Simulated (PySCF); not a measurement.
# C8H15NSi (Si(vinyl)3(NMe2)): the cost of one run

Programs: PySCF 2.14.0, with density-fitted response routines of our own. Each step states its level of theory. These are calculated values for one molecule in the gas phase, unless marked as measured. Atoms are numbered from 0 throughout.

**1. The molecule as given**

25 atoms, charge 0, multiplicity 1; geometry from: GFN2-xTB. The atoms were then displaced at random by about 0.03 Å, so the start is not that level's minimum.

Bonds of the start (Å): Si0–C1 1.88, Si0–C6 1.87, Si0–C11 1.97, Si0–N16 1.68, C1–C2 1.34, C1–H3 1.19, C2–H4 1.04, C2–H5 1.11, C6–C7 1.35, C6–H8 1.03, C7–H9 1.10, C7–H10 1.00, C11–C12 1.33, C11–H13 1.15, C12–H14 1.15, C12–H15 1.03, N16–C17 1.44, N16–C18 1.50, C17–H19 1.07, C17–H20 1.09, C17–H21 1.08, C18–H22 1.05, C18–H23 1.08, C18–H24 1.13.

**2. Optimising the geometry at PBE0-D3(BJ)/def2-SVP**

What the job is given:

```
{"job": {"xc": "PBE0", "basis": "def2-SVP", "d3": "d3bj", "grid": 1, "maxiter": 40, "shake": 0.03, "kind": "geom"}, "charge": 0, "multiplicity": 1}
Si     0.225620     0.157290     0.130660
C      0.210730     0.350940     1.998590
C     -0.811690     0.004930     2.796150
H      1.230550     0.789020     2.422270
H     -1.677280    -0.430640     2.415310
H     -0.695320     0.130770     3.888110
C      1.973570     0.153220    -0.534700
C      2.937380     1.056750    -0.264710
H      2.196480    -0.646480    -1.137240
H      2.692780     1.873000     0.429560
H      3.868340     0.961620    -0.615900
C     -0.714050     1.745560    -0.565720
C     -0.260850     2.688670    -1.390300
H     -1.819960     1.877160    -0.281910
H      0.842420     2.553390    -1.665150
H     -0.716310     3.562220    -1.704600
N     -0.799080    -1.102130    -0.304060
C     -1.528320    -1.209710    -1.539050
C     -0.583440    -2.451410     0.303430
H     -1.007580    -1.787020    -2.280120
H     -1.717400    -0.228570    -1.984470
H     -2.444620    -1.780840    -1.439520
H     -0.064910    -2.271800     1.193300
H     -1.545950    -2.932510     0.430230
H      0.098950    -3.099690    -0.329570
```

The run is started by

```
OMP_NUM_THREADS=1 python probes_run.py task.json out
```

The driver reads the jobs from task.json and runs them one after another.

Q: Estimate the wall time and peak memory of this first job on 1 thread of Arm Neoverse V1, shared host.

About 15 min, with a peak of 1.1 GiB.
